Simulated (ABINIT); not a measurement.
Runs of ABINIT 10.8.3 (patched build) on MgGe2. It takes space group C2/m (No. 12, monoclinic). Conventional cell: a = 11.043 Å, b = 3.700 Å, c = 6.815 Å, α = 90.00°, β = 118.17°, γ = 90.00°. Ge (site symmetry m) is surrounded by 2 Ge at 2.70 Å and 3 Mg at 2.89 to 3.00 Å. Ge (site symmetry m) has 3 Ge at 2.55 to 2.70 Å and 1 Mg at 2.89 Å as nearest neighbours. Around Mg (site symmetry m) lie 8 Ge at 2.89 to 3.16 Å. The cell comes from a database or a generator and needn't be the stable form of this composition.

```csv
task,level,potentials or basis,cell,k mesh,cutoff (eV),fine-grid cutoff,mesh quality,gap on the mesh (eV),pressure (GPa),largest force (eV/Å)
single point,PBEsol,JTH PAW PBE v2.0,"atoms moved at random, drawn with an rms of 0.05 Å",8 × 8 × 5,599,1197.3 eV,not flagged,none,-3.3,0.33
band structure,LDA,JTH PAW LDA v2.0,as given,7 × 7 × 4,599,1197.3 eV,not flagged,none,-4.8,0.28
single point,PBEsol,JTH PAW PBE v2.0,as given,8 × 8 × 5,599,1197.3 eV,not flagged,none,(a),(c)
band structure,r2SCAN,JTH PAW PBE v2.0,as given,4 × 4 × 2,707,1306.15 eV,coarse,none,(b),0.49
band structure,PBEsol,JTH PAW PBE v2.0,as given,7 × 7 × 4,599,1197.3 eV,not flagged,none,-3.2,0.18
```

Alike in all rows: no spin polarisation; smearing fermi-dirac 0.05 eV.

Fill in the values left out.

(a) -3.0; (b) -2.3; (c) 0.15.

Caveats: some runs use coarse meshes; the PAW data sets were made with another functional, which shifts forces and pressure a little (some runs).

A k mesh can miss the band edges, and the runs leave out spin-orbit coupling on Ge.

A gap of «none» marks a metal or a gap under the smearing width.

Runs at the PBE level aren't shown here.
